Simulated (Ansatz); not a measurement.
# ClGaH3N: a dynamics run in two tries

The task is a short trajectory.

Method: RKS revPBE/def2-SVP, in Ansatz 0.2.0.

**1. The structure to begin with**

Bond lengths: Ga1–H2 1.563 Å, Ga1–Cl3 2.184 Å, Ga1–N4 1.822 Å, N4–H5 1.021 Å, N4–H6 1.022 Å. Angles: H2–Ga1–Cl3 120.6°, H2–Ga1–N4 125.6°, Cl3–Ga1–N4 113.9°, Ga1–N4–H5 124.2°, Ga1–N4–H6 123.3°, H5–N4–H6 112.5°.

As a file:

```xyz
6

Ga   -0.0531   -0.0470    0.0333
H     0.0472   -0.3700    1.5589
Cl    1.7417    0.4007   -1.1274
N    -1.5915   -0.0041   -0.9414
H    -2.5198   -0.1903   -0.5586
H    -1.6169    0.2107   -1.9398
```

**2. First try**

input.yaml reads:

```yaml
crystal:
  periodic: [false, false, false]
  atoms:
    - { symbol: Ga, position_ang: [-0.053057, -0.046973, 0.033311] }
    - { symbol: H, position_ang: [0.047243, -0.369985, 1.558856] }
    - { symbol: Cl, position_ang: [1.741714, 0.400734, -1.127394] }
    - { symbol: "N", position_ang: [-1.591474, -0.00409, -0.941394] }
    - { symbol: H, position_ang: [-2.5198, -0.190348, -0.558578] }
    - { symbol: H, position_ang: [-1.616926, 0.210662, -1.939801] }
basis:
  gaussian: { orbitals: def2-SVP }
hamiltonian:
  xc: revpbe
md:
  timestep: 1.0
  n_steps: 25
  ensemble: nvt_langevin
  temperature: 1500.0
  initial_velocities: maxwell_boltzmann
  seed: 453920
  friction: 0.01
  masses: [{ species: Ga, mass: 0.0 }]
```

Run with:

```console
> ansatz run input.yaml --threads 1 --pin off --max-ram 2048MiB --backend cpu --events-out ev --progress --plain --runs-dir out
```

Q: Predict the outcome of this session. Wanted: first try.

The runs gave:

| quantity | value |
| --- | --- |
| first try | refused |
| cause | an atom is given no mass, so any force would accelerate it without limit |

What this shows: The fault in the first input was caught at the input check and cost nothing.
